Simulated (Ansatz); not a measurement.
# GeCl5: the cost of one run

Method: DFT PBE, scalar-relativistic, plane waves, PAW, in Ansatz 0.2.0.

### Step 1. The system as given

Symmetry: P-3m1, No. 164, trigonal system. Conventional cell: a = 4.929 Å, b = 4.929 Å, c = 8.137 Å, α = 90.00°, β = 90.00°, γ = 120.00°. Ge (site symmetry -3m) is surrounded by 6 Cl at 3.40 Å. Cl (site symmetry 3m) is surrounded by 3 Cl at 2.63 Å and 3 Ge at 3.40 Å. Around Cl (site symmetry 2/m) lie 6 Cl at 2.46 to 2.63 Å.

Structure file:

```cif
data_structure
_symmetry_space_group_name_H-M 'P 1'
_symmetry_Int_Tables_number 1
_cell_length_a 4.9289
_cell_length_b 4.9289
_cell_length_c 8.1371
_cell_angle_alpha 90.000
_cell_angle_beta 90.000
_cell_angle_gamma 120.000
_cell_volume 171.20
loop_
_atom_site_label
_atom_site_type_symbol
_atom_site_fract_x
_atom_site_fract_y
_atom_site_fract_z
_atom_site_occupancy
Ge1 Ge 0.00000 0.00000 0.00000 1
Cl1 Cl 0.33333 0.66667 0.22764 1
Cl2 Cl 0.66667 0.33333 0.77236 1
Cl3 Cl 0.50000 0.00000 0.50000 1
Cl4 Cl 0.00000 0.50000 0.50000 1
Cl5 Cl 0.50000 0.50000 0.50000 1
```

Recipe of the guess: random cell by space group and Wyckoff sites (P-3m1, No. 164). The dimensions are guesses.

### Step 2. The guess as it stands, on a coarse mesh

File input.yaml:

```yaml
crystal:
  lattice:
    - [4.92885056, 0.0, 0.0]
    - [-2.46442528, 4.2685098, 0.0]
    - [0.0, 0.0, 8.13712087]
  atoms:
    - { symbol: Ge, position: [0.0, 0.0, 0.0] }
    - { symbol: Cl, position: [0.33333333, 0.66666667, 0.22763568] }
    - { symbol: Cl, position: [0.66666667, 0.33333333, 0.77236432] }
    - { symbol: Cl, position: [0.5, 0.0, 0.5] }
    - { symbol: Cl, position: [0.0, 0.5, 0.5] }
    - { symbol: Cl, position: [0.5, 0.5, 0.5] }
basis:
  ecutwfc: 420
kpoints:
  mp_grid: { grid: [6, 6, 2] }
hamiltonian:
  xc: pbe
scf:
  occupations: { method: gaussian, width: 0.1 }
  lower_state_search: "off"
output:
  forces: true
  stress: true
  eigenvalues: true
```

Launch:

```console
> ansatz run input.yaml --threads 1 --pin off --max-ram 2560MiB --backend cpu --events-out ev --progress --plain --runs-dir out
```

**Question.** How long does this run take on 1 thread of Intel Xeon at 2.50GHz (Skylake/Cascade Lake), shared host, and how much memory does it need?

About 10 s, with a peak of 0.43 GiB.
